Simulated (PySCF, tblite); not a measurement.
# triethylphosphine oxide (C₆H₁₅OP): geometry, infrared bands, NMR shifts and electronic excitations

Wanted: the infrared bands, NMR shifts and electronic excitations of triethylphosphine oxide (C₆H₁₅OP) (`CCP(=O)(CC)CC`), by calculation.

Programs: tblite 0.8.0 and PySCF 2.14.0, with density-fitted response routines of our own. Each step states its level of theory. These are calculated values for one molecule, in the gas phase or a continuum, unless marked as measured. Atoms count from 0, in the outputs and in this text.

**1. Starting geometry**

23 atoms, charge 0, multiplicity 1; geometry from: force field or distance geometry start.

Bonds of the start (Å): C0–C1 1.52, C1–P2 1.80, P2–O3 1.50, P2–C4 1.81, C4–C5 1.50, P2–C6 1.80, C6–C7 1.49, C0–H8 1.11, C0–H9 1.13, C0–H10 1.11, C1–H11 1.11, C1–H12 1.09, C4–H13 1.12, C4–H14 1.11, C5–H15 1.11, C5–H16 1.10, C5–H17 1.12, C6–H18 1.12, C6–H19 1.12, C7–H20 1.12, C7–H21 1.09, C7–H22 1.10.

**2. Relaxing the molecule with GFN2-xTB**

The job: settings as JSON, then the geometry in Å.

```
{"job": {"kind": "relax", "xc": "GFN2-xTB", "basis": "xTB"}, "charge": 0, "multiplicity": 1}
C      2.817900     0.122000     0.875200
C      1.832300    -0.199100    -0.230000
P      0.132000    -0.284700     0.352800
O      0.128000    -1.024900     1.662400
C     -0.797300    -1.259400    -0.850800
C     -2.036900    -1.898400    -0.300000
C     -0.580700     1.341200     0.664500
C     -1.188600     1.998300    -0.524400
H      2.818000    -0.611500     1.705300
H      2.499400     1.102100     1.333400
H      3.814700     0.235500     0.403300
H      1.911500     0.606500    -0.983900
H      2.051000    -1.139300    -0.744200
H     -0.987200    -0.613800    -1.749000
H     -0.103200    -2.055500    -1.198100
H     -2.921400    -1.337300    -0.674700
H     -2.102100    -2.953900    -0.609100
H     -2.082300    -1.841900     0.813800
H      0.248300     1.988500     1.056000
H     -1.337900     1.224500     1.481900
H     -1.411900     3.062700    -0.244700
H     -0.550600     2.006800    -1.413200
H     -2.157900     1.558500    -0.816400
```

On the command line:

```
$ OMP_NUM_THREADS=1 python probes_run.py task.json out
```

This one command runs all jobs of the session in turn.

**Question.** This job is followed by: GFN2-xTB harmonic vibrations, gas phase; PBE0-D3(BJ)/def2-SVP geometry optimisation, gas phase; GIAO PBE0/pcSseg-1 NMR shielding, non-relativistic, gas phase; TDDFT CAM-B3LYP/def2-SVPD, vertical, gas phase, core orbitals frozen in the response; GIAO PBE0/pcSseg-1 NMR shielding, non-relativistic, IEF-PCM acetone. What will the session give for the following? strongest single infrared mode (GFN2-xTB); zero-point energy (GFN2-xTB); rotational constants (main isotopes); ¹³C shifts against TMS (PBE0/pcSseg-1, means over atoms taken as alike); ¹H shifts against TMS (PBE0/pcSseg-1, means over atoms taken as alike); ³¹P shifts against H3PO4 (PBE0/pcSseg-1); ¹⁷O shifts against H2O (PBE0/pcSseg-1); lowest singlet (CAM-B3LYP/def2-SVPD); brightest single state of those computed; lowest triplet; vertical ionisation energy (ΔSCF); range of the shift of P2.

As calculated:

| quantity | value |
| --- | --- |
| strongest single infrared mode (GFN2-xTB) | 1279 cm⁻¹, 170 km/mol |
| zero-point energy (GFN2-xTB) | 125.3 kcal/mol |
| rotational constants (main isotopes) | 1.99, 1.34, 1.05 GHz |
| ¹³C shifts against TMS (PBE0/pcSseg-1, means over atoms taken as alike) | 21.4, 7.2 ppm |
| ¹H shifts against TMS (PBE0/pcSseg-1, means over atoms taken as alike) | 1.29, 1.04 ppm |
| ³¹P shifts against H3PO4 (PBE0/pcSseg-1) | 19.6 ppm |
| ¹⁷O shifts against H2O (PBE0/pcSseg-1) | 85.7 ppm |
| lowest singlet (CAM-B3LYP/def2-SVPD) | 7.15 eV (173 nm), f = 0.023 |
| brightest single state of those computed | state 9, 8.31 eV, f = 0.045 |
| lowest triplet | 6.97 eV |
| vertical ionisation energy (ΔSCF) | 9.29 eV |
| range of the shift of P2 | 19.6 to 305.6 ppm |

The optimisation took 124 steps and gained 0.627 eV; among the close pairs (by a distance rule), C1–P2 changed most, from 1.799 to 1.847 Å (GFN2-xTB). All 63 modes are real, so the xTB geometry is a minimum. The strongest single mode, at 1279 cm⁻¹, is spread over many atoms; the largest shares are those of O3, P2. Unscaled tight-binding wavenumbers are off by several per cent, some by more. Its intensities can rank the bands wrongly. Relaxing lowered the energy by 0.182 eV in 7 steps; the close pair that moved most is C0–H10, from 1.061 to 1.100 Å (PBE0/def2-SVP). The first singlet state (HOMO→LUMO 0.82, HOMO→LUMO+3 0.08) lies at 7.15 eV and is weak; of the 10 states computed, the strongest absorption comes from state 9 at 8.31 eV. The lowest triplet lies 0.19 eV below the lowest singlet (triplets in Tamm-Dancoff, singlets in full TDDFT). ΔSCF puts the ionisation energy at 9.29 eV, 0.64 eV above −ε(HOMO). Across the 2 runs the shift of P2 moves most, between 19.6 (PBE0/pcSseg-1) and 305.6 ppm (PBE0/pcSseg-1 in acetone). Most of that comes from the computed reference, not from the atom's own shielding.
